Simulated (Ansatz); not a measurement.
# Se2+ (quartet): energies up the ladder

Wanted for Se2+ (quartet): energies up the ladder. Charge +1. Spin multiplicity 4.

Program: Ansatz 0.2.0. Level of theory: the levels named in each step. These are calculated values, not measurements.

### Step 1. Starting point

Bond lengths: Se1–Se2 2.166 Å.

As a file:

```xyz
2

Se    0.0000    0.0000    0.0000
Se    0.0000    0.0000    2.1660
```

### Step 2. A rough first relaxation, PBE-D4/def2-SVP

Contents of input.yaml:

```yaml
crystal:
  periodic: [false, false, false]
  atoms:
    - { symbol: Se, position_ang: [0.0, 0.0, 0.0] }
    - { symbol: Se, position_ang: [0.0, 0.0, 2.166] }
magnetization:
  spin_polarized: true
  initial_magnetization: 3
total_charge: 1
basis:
  gaussian: { orbitals: def2-SVP }
hamiltonian:
  xc: pbe
  dispersion: d4
relax:
  f_tol: 0.03
  max_steps: 200
```

Started as:

```
$ ansatz run input.yaml --threads 2 --pin off --max-ram 5120MiB --backend cpu --events-out ev --progress --plain --runs-dir out
```

After this run come: Relaxation, PBE0-D4/def2-TZVPP; Frequencies, PBE0-D4/def2-TZVPP; Single point, PBE-D4/def2-TZVPP; Single point, r2SCAN-D4/def2-TZVPP; Single point, B3LYP-D4/def2-TZVPP; Single point, wB97M-V/def2-TZVPP; Single point, B2PLYP/def2-TZVPP; Single point, LDA/def2-TZVPP; Single point, PBE0-D4/def2-SVP; Single point, PBE-D4/def2-SVP; Single point, CCSD(T)/def2-TZVPP; Single point, CCSD(T)/def2-QZVPP.

What does the calculation give? Wanted: Se1–Se2 at PBE0-D4/def2-TZVPP; frequencies at PBE0-D4/def2-TZVPP; energy at CCSD(T)/CBS.

The runs gave:

| quantity | value |
| --- | --- |
| Se1–Se2 at PBE0-D4/def2-TZVPP | 2.309 Å |
| frequencies at PBE0-D4/def2-TZVPP | 334 cm⁻¹ |
| energy at CCSD(T)/CBS | -130640.466 eV |

In words: No mode is imaginary, so the geometry is a minimum. These totals serve in differences with atoms or fragments at the same level; alone they don't rank the methods.
